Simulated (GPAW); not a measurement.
Here is a GPAW 26.7.0 calculation.

File run.py:

```python
import numpy as np
from ase import Atoms
from ase.dft.bandgap import bandgap
from ase.io import write
from gpaw import GPAW, PW
from gpaw.response.df import DielectricFunction

atoms = Atoms(['Cd', 'Cd', 'As', 'As', 'As', 'As', 'Ge', 'Ge'],
              cell=[[-2.9888745628, 2.9888745628, 5.6642966801],
                    [2.9888745628, -2.9888745628, 5.6642966801],
                    [2.9888745628, 2.9888745628, -5.6642966801]],
              scaled_positions=[[0.5, 0.5, 0.0],
                                [0.25, 0.75, 0.5],
                                [0.09621757, 0.125, 0.47121757],
                                [0.375, 0.90378243, 0.02878243],
                                [0.65378243, 0.625, 0.52878243],
                                [0.875, 0.34621757, 0.97121757],
                                [0.75, 0.25, 0.5],
                                [0.0, 0.0, 0.0]],
              pbc=True)

calc = GPAW(mode=PW(450),
            xc='LDA',
            kpts={'size': (5, 5, 5), 'gamma': True},
            occupations={'name': 'fermi-dirac', 'width': 0.001},
            nbands=45,
            convergence={'density': 1e-06},
            maxiter=150,
            txt='gpaw.txt')
atoms.calc = calc
energy = atoms.get_potential_energy()
calc.write('gs.gpw')
write('result.traj', atoms)
print(f'Energy: {energy:.6f} eV')
print('Fermi level:', round(calc.get_fermi_level(), 4), 'eV')
print(f'Gap: {bandgap(calc)[0]:.4f} eV, direct: {bandgap(calc, direct=True)[0]:.4f} eV')

for size in [(5, 5, 5), (6, 6, 6)]:
    name = 'x'.join(str(n) for n in size)
    dense = calc.fixed_density(kpts={'size': size, 'gamma': True},
                               nbands=96, convergence={'bands': 90, 'eigenstates': 1e-7},
                               update_fermi_level=True, txt=f'dense-{name}.txt')
    dense.write(f'{name}.gpw', mode='all')
    df = DielectricFunction(f'{name}.gpw', frequencies=np.array([0.0]), hilbert=False, eta=0.001,
                            ecut=80, nbands=90, intraband=False, txt=f'df-{name}.txt')
    for xc in ['RPA', 'LR0.1', 'ALDA_X']:
        for direction in ['x', 'y', 'z', [0, 1, 1], [1, 0, 1], [1, 1, 0]]:
            e0, e = df.get_macroscopic_dielectric_constant(xc=xc, direction=direction)
            print(f'{name} {xc} {direction}: {e0:.4f} without, {e:.4f} with local fields')
```

Potentials or basis: the program's PAW data sets (release 1.2.1) made for this functional, pw.

The run is started by

```bash
$ OMP_NUM_THREADS=1 python run.py
```

Task: Estimate the electronic dielectric tensor (diagonal).

Result: 17.13, 17.13, 25.46.

Task: Predict the band gap on the k mesh.

Result: 0.22 eV, direct.

Electronic dielectric tensor:
```
17.13  0.00  0.00
 0.00 17.13  0.00
 0.00  0.00 25.46
```

Caveat: the dielectric constant isn't converged in the k mesh; the gap is small at this level, which inflates the dielectric constant; the long-wavelength limit can be off by several per cent where d states take part.

The gap isn't set beside the measured one, since this odd mesh misses points on the zone boundary.
